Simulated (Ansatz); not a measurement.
# HgSe3: the cost of one run

Program: Ansatz 0.2.0. Level of theory: DFT PBE, scalar-relativistic, plane waves, PAW. These are calculated values, not measurements.

**1. The starting structure**

It takes space group P4/mmm (No. 123, tetragonal). Conventional cell: a = 4.640 Å, b = 4.640 Å, c = 4.593 Å, α = 90.00°, β = 90.00°, γ = 90.00°. Hg (site symmetry 4/mmm) is surrounded by 12 Se at 3.26 to 3.28 Å. Se (site symmetry mmm) is surrounded by 4 Hg at 3.26 Å and 8 Se at 3.26 to 3.28 Å. Around Se (site symmetry 4/mmm) lie 8 Se at 3.26 Å and 4 Hg at 3.28 Å.

As a file:

```cif
data_structure
_symmetry_space_group_name_H-M 'P4/mmm'
_symmetry_Int_Tables_number 123
_cell_length_a 4.6404
_cell_length_b 4.6404
_cell_length_c 4.5927
_cell_angle_alpha 90.000
_cell_angle_beta 90.000
_cell_angle_gamma 90.000
_cell_volume 98.90
loop_
_atom_site_label
_atom_site_type_symbol
_atom_site_symmetry_multiplicity
_atom_site_Wyckoff_symbol
_atom_site_fract_x
_atom_site_fract_y
_atom_site_fract_z
_atom_site_occupancy
Hg1 Hg 1 a 0.00000 0.00000 0.00000 1
Se1 Se 2 e 0.00000 0.50000 0.50000 1
Se2 Se 1 c 0.50000 0.50000 0.00000 1
```

(A quick probe on a coarse mesh, which set the mesh and smearing, is not shown.)

**3. Rough relaxation on the coarse mesh**

Input file input.yaml:

```yaml
crystal:
  lattice:
    - [4.6403844036, 0.0, 0.0]
    - [0.0, 4.6403844036, 0.0]
    - [0.0, 0.0, 4.5926877286]
  atoms:
    - { symbol: Hg, position: [0.0, 0.0, 0.0] }
    - { symbol: Se, position: [0.0, 0.5, 0.5] }
    - { symbol: Se, position: [0.5, 0.0, 0.5] }
    - { symbol: Se, position: [0.5, 0.5, 0.0] }
basis:
  ecutwfc: 420
kpoints:
  mp_grid: { grid: [4, 4, 4] }
hamiltonian:
  xc: pbe
scf:
  occupations: { method: gaussian, width: 0.1 }
  lower_state_search: "off"
output:
  forces: true
  stress: true
  eigenvalues: true
relax:
  adjacent_minimum: "off"
  f_tol: 0.04
  max_steps: 70
  cell: { stress_tol: 0.4 }
```

Launch:

```sh
> ansatz run input.yaml --threads 1 --pin off --max-ram 2560MiB --backend cpu --events-out ev --progress --plain --runs-dir out
```

**Question.** How long does this run take on 1 thread of Arm Neoverse V1, shared host, and how much memory does it need?

About 83 s, with a peak of 0.38 GiB.
